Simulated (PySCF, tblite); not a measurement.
# C₃H₆BO radical: geometry, infrared bands and EPR parameters

What infrared bands and EPR parameters should C₃H₆BO radical (`B/C=C/O[CH2]`) show?

Programs: tblite 0.8.0 and PySCF 2.14.0, with density-fitted response routines of our own. Each step states its level of theory. These are calculated values for one molecule in the gas phase, unless marked as measured. Atoms are numbered from 0 throughout.

### Step 1. The starting structure

11 atoms, charge 0, multiplicity 2; geometry from: force field or distance geometry start.

Bonds of the start (Å): B0–C1 1.59, C1–C2 1.31, C2–O3 1.40, O3–C4 1.40, B0–H5 1.16, B0–H6 1.19, C1–H7 1.08, C2–H8 1.09, C4–H9 1.09, C4–H10 1.08.

### Step 2. Optimising the geometry with GFN2-xTB

Job settings and geometry (Å):

```
{"job": {"kind": "relax", "xc": "GFN2-xTB", "basis": "xTB"}, "charge": 0, "multiplicity": 2}
B      2.327800    -0.062000     0.213800
C      0.865100    -0.607500    -0.086500
C     -0.076400     0.198700    -0.506100
O     -1.338600    -0.349500    -0.753100
C     -2.479600     0.101700    -0.079900
H      2.896800    -0.555600     1.100700
H      2.492600     1.061300    -0.132100
H      0.649500    -1.656000     0.078200
H      0.102800     1.263700    -0.674300
H     -2.507100     1.165500     0.161100
H     -2.927500    -0.557600     0.652300
```

The run is started by

```sh
OMP_NUM_THREADS=1 python probes_run.py task.json out
```

This one command runs all jobs of the session in turn.

**Question.** This job is followed by: GFN2-xTB harmonic vibrations, gas phase; UKS B3LYP, pcH-1 on B C H O, non-relativistic, mean-field spin-orbit, GIAO. What will the session give for the following? strongest single infrared mode (GFN2-xTB); zero-point energy (GFN2-xTB); g(iso) (B3LYP); ⟨S²⟩; largest a(iso) (averaged by class); potential on the surface of density 0.002 e/bohr³, 1st and 99th percentile.

The runs gave:

| quantity | value |
| --- | --- |
| strongest single infrared mode (GFN2-xTB) | 2620 cm⁻¹, 199 km/mol |
| zero-point energy (GFN2-xTB) | 49.8 kcal/mol |
| g(iso) (B3LYP) | 2.00284 |
| ⟨S²⟩ | 0.758 (exact 0.75) |
| largest a(iso) (averaged by class) | 13C on C4, 80.5 MHz |
| potential on the surface of density 0.002 e/bohr³, 1st and 99th percentile | -0.66 V and 1.45 V |

What this shows: Over 69 steps the energy fell by 0.991 eV; of the close pairs, O3–C4 changed most, 1.400 to 1.317 Å. No mode is imaginary among the 27: a minimum at this level. The strongest single mode, at 2620 cm⁻¹, moves mainly H6. Unscaled tight-binding wavenumbers are off by several per cent, some by more. Its intensities can rank the bands wrongly. Most of the unpaired spin sits on C4 (0.91 e). The isotropic g lies 0.5 ppt above the free-electron value. The conformer search found further structures of the same energy, which may be mirror or relabelled copies of this one.
